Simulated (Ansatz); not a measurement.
# H₄NO₂SV, SMILES [NH2][V]([OH])([OH])=[S]: a single point in a Gaussian basis

Run with Ansatz 0.2.0 through its Python package.

`run_energy.py`
```python
"""Electronic structure of the H4NO2SV molecule."""

import warnings

import ansatz


def main() -> None:
    warnings.simplefilter("ignore", ansatz.DeckWarning)

    geometry_ang = [
        ("N", [-0.9719, 0.2726, -1.3336]),
        ("V", [0.3065, -0.0818, 0.1635]),
        ("O", [1.1032, -1.8371, -0.1495]),
        ("O", [-0.5636, -0.0733, 1.8842]),
        ("S", [1.7263, 1.3156, 0.1712]),
        ("H", [-1.4334, 1.2709, -1.1433]),
        ("H", [-0.4326, 0.4219, -2.2165]),
        ("H", [1.5936, -2.0497, 0.7254]),
        ("H", [-1.2396, 0.7147, 1.8815]),
    ]
    mol = ansatz.Crystal.molecule()
    for symbol, xyz in geometry_ang:
        mol = mol.atom(symbol, xyz)

    calc = (
        mol.calculation()
        .basis(gaussian="cc-pVDZ")
        .functional("b3lyp", dispersion="d3bj")
    )
    print(calc.to_yaml())
    trace = []
    outcome = calc.session().plan().execute(on_event=trace.append)
    data = outcome.report
    for event in trace:
        if event["event"] == "mean_field_evaluation" and event["data"]["evaluation"] <= 25:
            print("pass {evaluation:3d}  E = {energy_ev:.6f} eV  gradient {gradient_ev:.1e}".format(**event["data"]))

    print("reference energy %16.6f eV" % data["reference_energy_ev"])
    print("total energy     %16.6f eV" % data["free_energy_ev"])
    print("occupied orbitals outside the frozen core (up, down):", data["n_occupied"], " frozen:", data["n_frozen"], " virtual:", data["n_virtual"])

    field = data["mean_field"]
    print("<S^2> =", round(abs(field["state"]["spin_squared"]), 4), " all-electron relativity setting:", field["relativity"])
    print("passes:", field["passes"])
    if "symmetry" in field:
        print("occupied orbitals by irrep:", field["symmetry"]["occupied"])


if __name__ == "__main__":
    main()
```

```console
$ python run_energy.py
crystal:
  periodic: [false, false, false]
  atoms:
    - { symbol: "N", position_ang: [-0.9719, 0.2726, -1.3336] }
    - { symbol: V, position_ang: [0.3065, -0.0818, 0.1635] }
    - { symbol: O, position_ang: [1.1032, -1.8371, -0.1495] }
    - { symbol: O, position_ang: [-0.5636, -0.0733, 1.8842] }
    - { symbol: S, position_ang: [1.7263, 1.3156, 0.1712] }
    - { symbol: H, position_ang: [-1.4334, 1.2709, -1.1433] }
    - { symbol: H, position_ang: [-0.4326, 0.4219, -2.2165] }
    - { symbol: H, position_ang: [1.5936, -2.0497, 0.7254] }
    - { symbol: H, position_ang: [-1.2396, 0.7147, 1.8815] }
basis:
  gaussian:
    orbitals: cc-pVDZ
hamiltonian:
  xc: b3lyp
  dispersion: d3bj

pass   1  E = -42161.316861 eV  gradient 8.8e+01
pass   2  E = -41770.964687 eV  gradient 4.5e+02
pass   3  E = -42151.587063 eV  gradient 1.0e+02
pass   4  E = -42098.970981 eV  gradient 2.2e+02
pass   5  E = -42175.457034 eV  gradient 1.7e+01
pass   6  E = -42176.353081 eV  gradient 2.3e+00
pass   7  E = -42176.420905 eV  gradient 5.4e-01
pass   8  E = -42176.488088 eV  gradient 6.4e-01
pass   9  E = -42176.489900 eV  gradient 1.4e-02
pass  10  E = -42176.489901 eV  gradient 1.4e-02
pass  11  E = -42176.489903 eV  gradient 2.5e-05
pass  12  E = -42176.489903 eV  gradient 3.0e-05
reference energy    -42176.490240 eV
total energy        -42176.878586 eV
occupied orbitals outside the frozen core (up, down): [33, 33]  frozen: 0  virtual: [90, 90]
<S^2> = 0.0  all-electron relativity setting: none
passes: {'evaluations': 11, 'products': 48}
occupied orbitals by irrep: [{'A': 33}, {'A': 33}]
```

Notes:
- Total energies depend on the basis set; only differences at equal settings carry meaning.
- The geometry is a force-field or estimated start, not a minimum of this method, and the basis set is short of its limit.
- Total less reference energy is the dispersion correction.
- b3lyp holds the VWN-RPA fit, as in Gaussian; the form of ORCA and Turbomole is b3lyp5.
- Early passes use coarser integrals and grids, so their energies can't be compared with the last.
- Hardware and time: 11 s on 1 thread of Arm Neoverse V1 (shared host), peak memory 0.36 GiB.
